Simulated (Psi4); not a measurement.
# MP2/6-31G(d) (spherical functions) run of CH7GaSi (SMILES [CH3][GaH][SiH3])

Aim: the energy change on altering one bond length of CH7GaSi at MP2/6-31G* (spherical functions), from 2 runs. 

The results are computed with Psi4 1.11.

### Step 1. The system as given

The species is CH7GaSi (10 atoms), meant as a singlet with charge 0. As SMILES, `[CH3][GaH][SiH3]`. The coordinates come from a PBE0-D4/def2-TZVP relaxation.

Bond lengths: C1–Ga2 1.971 Å, Ga2–Si3 2.419 Å, C1–H4 1.090 Å, C1–H5 1.094 Å, C1–H6 1.093 Å, Ga2–H7 1.578 Å, Si3–H8 1.492 Å, Si3–H9 1.489 Å, Si3–H10 1.492 Å. Some angles: C1–Ga2–Si3 120.8°, C1–Ga2–H7 118.1°, Si3–Ga2–H7 121.0°, Ga2–C1–H4 113.1°, Ga2–C1–H5 109.2°, Ga2–C1–H6 110.1°, Ga2–Si3–H8 110.2°, Ga2–Si3–H9 114.2°, Ga2–Si3–H10 110.2°, H4–C1–H5 108.5°.

### Step 2. The energy at MP2/6-31G(d) (spherical functions)

Input file job.in:

```
memory 1600 mb

molecule mol {
  C     -1.123300     1.394100    -0.619200
  Ga     0.561500     0.659300     0.093300
  Si     0.786700    -1.705300     0.550700
  H     -1.924300     0.656600    -0.670400
  H     -0.947000     1.785400    -1.626000
  H     -1.454200     2.236500    -0.005700
  H      1.759600     1.654600     0.346000
  H      0.531000    -2.496200    -0.688800
  H      2.125000    -2.100900     1.069700
  H     -0.231700    -2.135100     1.553300
  symmetry c1
}

set globals {
  reference       rhf
  puream          true
  e_convergence   1e-09
  d_convergence   1e-08
  scf_type        pk
  num_frozen_docc 15
  mp2_type        conv
}

result, w = energy("mp2/6-31G*", return_wfn=True)
print_variables()
```

Command:

```
$ psi4 -n 1 job.in job.out
```

job.out:

```text
[...]
  Running in c1 symmetry.
[...]
  Nuclear repulsion =  238.583028564977326
[...]
  Multiplicity = 1
[...]
  Nalpha       = 29
  Nbeta        = 29
[...]
    Number of basis functions: 78
[...]
   @RHF iter   1: -2252.23719642846845   -3.30770e+00   3.32569e-02 ADIIS/DIIS
[...]
   @RHF iter  11: -2253.80167849974532   -1.18234e-11   7.22427e-09 DIIS
[...]
    Orbital Energies [Eh]
    ---------------------
    Doubly Occupied:
       1A   -378.828015     2A    -68.742939     3A    -48.206386
       4A    -42.537921     5A    -42.534957     6A    -42.534407
       7A    -11.201342     8A     -6.414166     9A     -6.108296
      10A     -4.509379    11A     -4.502351    12A     -4.501405
      13A     -4.213574    14A     -4.213431    15A     -4.213050
      16A     -1.198307    17A     -1.193956    18A     -1.193523
      19A     -1.189227    20A     -1.187498    21A     -0.921544
      22A     -0.710614    23A     -0.558556    24A     -0.545200
      25A     -0.543668    26A     -0.474259    27A     -0.473088
      28A     -0.404452    29A     -0.358606
[...]
  @RHF Final Energy: -2253.80167849974532
   => Energetics <=
    Nuclear Repulsion Energy =            238.5830285649773259
    One-Electron Energy =               -3616.3411761700263014
    Two-Electron Energy =                1123.9564691053037677
    Total Energy =                      -2253.8016784997453215
[...]
 Multipole Moments:
 ------------------------------------------------------------------------------------
     Multipole            Electronic (a.u.)      Nuclear  (a.u.)        Total (a.u.)
 ------------------------------------------------------------------------------------
 L = 1.  Multiply by 2.5417464519 to convert [e a0] to [Debye]
 Dipole X            :          3.6198035           -3.8062860           -0.1864825
 Dipole Y            :          4.9970108           -4.7304904            0.2665203
 Dipole Z            :          0.5162477           -0.6240616           -0.1078139
 Magnitude           :                                                    0.3426845
[...]
	SCS-MP2 Total Energy (a.u.)        : -2254.23864883183660
	SOS-MP2 Total Energy (a.u.)        : -2254.19910768115233
	SCSN-MP2 Total Energy (a.u.)       : -2254.01045577535842
[...]
	SOS-PI-MP2 Total Energy (a.u.)     : -2254.26534587805372
[...]
	MP2 Total Energy (a.u.)            : -2254.25149293630420
[...]
```

Wall time 5.7 s (1 thread of Intel Xeon 6975P-C (Granite Rapids), shared host); peak memory 0.35 GiB.

### Step 3. The distorted shape, same level

Input file ch7gasi.py:

```python
import psi4

psi4.set_memory(1600000000)
psi4.set_num_threads(1)
psi4.set_output_file('ch7gasi.out', False)

molecule = psi4.geometry("""
C
Ga 1 1.971329
Si 2 2.418938 1 120.81586
H 1 1.090013 2 113.13032 3 6.07986
H 1 1.09446 4 108.48557 2 121.2633
H 1 1.421401 4 108.98031 5 115.95912
H 2 1.577949 1 118.14396 4 -174.35894
H 3 1.492403 2 110.18468 7 -121.43833
H 3 1.488928 8 107.61984 2 -125.05241
H 3 1.492338 9 107.61854 8 114.73276
symmetry c1
""")

psi4.set_options({
    'basis': '6-31G*',
    'puream': True,
    'e_convergence': 1e-09,
    'd_convergence': 1e-08,
    'scf_type': 'pk',
    'num_frozen_docc': 15,
    'mp2_type': 'conv',
})

e, wfn = psi4.energy('mp2', return_wfn=True)
print('E =', round(e, 9))
```

Command:

```
$ python ch7gasi.py
```

ch7gasi.out:

```text
[...]
  Running in c1 symmetry.
[...]
  Nuclear repulsion =  237.186896727889945
[...]
  Multiplicity = 1
[...]
  Nalpha       = 29
  Nbeta        = 29
[...]
    Number of basis functions: 78
[...]
   @RHF iter   1: -2252.14818481492239   -3.39808e+00   3.33864e-02 DIIS/ADIIS
[...]
   @RHF iter  12: -2253.76031121468077   -7.73070e-12   5.60289e-09 DIIS
[...]
    Orbital Energies [Eh]
    ---------------------
    Doubly Occupied:
       1A   -378.830637     2A    -68.745233     3A    -48.208932
       4A    -42.540482     5A    -42.537503     6A    -42.536978
       7A    -11.236790     8A     -6.416765     9A     -6.110561
      10A     -4.511969    11A     -4.504946    12A     -4.504090
      13A     -4.215835    14A     -4.215698    15A     -4.215328
      16A     -1.200922    17A     -1.196483    18A     -1.196177
      19A     -1.191880    20A     -1.190187    21A     -0.900355
      22A     -0.712373    23A     -0.562551    24A     -0.550690
      25A     -0.480572    26A     -0.476240    27A     -0.474163
      28A     -0.407527    29A     -0.359364
[...]
  @RHF Final Energy: -2253.76031121468077
   => Energetics <=
    Nuclear Repulsion Energy =            237.1868967278899447
    One-Electron Energy =               -3613.4319526296558251
    Two-Electron Energy =                1122.4847446870846852
    Total Energy =                      -2253.7603112146807689
[...]
 Multipole Moments:
 ------------------------------------------------------------------------------------
     Multipole            Electronic (a.u.)      Nuclear  (a.u.)        Total (a.u.)
 ------------------------------------------------------------------------------------
 L = 1.  Multiply by 2.5417464519 to convert [e a0] to [Debye]
 Dipole X            :          0.3029135           -0.1935501            0.1093634
 Dipole Y            :          5.7503612           -5.6788129            0.0715484
 Dipole Z            :          1.6041351           -1.8207865           -0.2166514
 Magnitude           :                                                    0.2530165
[...]
	SCS-MP2 Total Energy (a.u.)        : -2254.20136095374937
	SOS-MP2 Total Energy (a.u.)        : -2254.16189702438851
	SCSN-MP2 Total Energy (a.u.)       : -2253.96868076170540
[...]
	SOS-PI-MP2 Total Energy (a.u.)     : -2254.22882799267336
[...]
	MP2 Total Energy (a.u.)            : -2254.21335784418625
[...]
```

The script printed:

```text
E = -2254.213357844
```

It took 4.2 s on 1 thread of Intel Xeon 6975P-C (Granite Rapids), shared host; peak memory 0.34 GiB.

### Step 4. What came out

Level: MP2/6-31G* (spherical functions), 15 core orbitals frozen.

```
                                                         quantity           value
                                        first shape: total energy  -2254.25149 Eh
                 first shape: HOMO energy (Hartree–Fock orbitals)        -9.76 eV
                 first shape: LUMO energy (Hartree–Fock orbitals)         1.03 eV
               first shape: HOMO–LUMO gap (Hartree–Fock orbitals)        10.79 eV
        first shape: correlation energy (15 core orbitals frozen)      -449.8 mEh
                                    distorted shape: total energy  -2254.21336 Eh
             distorted shape: HOMO energy (Hartree–Fock orbitals)        -9.78 eV
             distorted shape: LUMO energy (Hartree–Fock orbitals)         1.00 eV
           distorted shape: HOMO–LUMO gap (Hartree–Fock orbitals)        10.78 eV
    distorted shape: correlation energy (15 core orbitals frozen)      -453.0 mEh
energy change with the C1–H6 bond stretched from 1.093 to 1.421 Å        1.038 eV
```

**Reading.** With the C1–H6 bond stretched from 1.093 to 1.421 Å the energy rises by 1.04 eV (24 kcal/mol). The first shape isn't relaxed at this level, so the change isn't measured from a minimum.
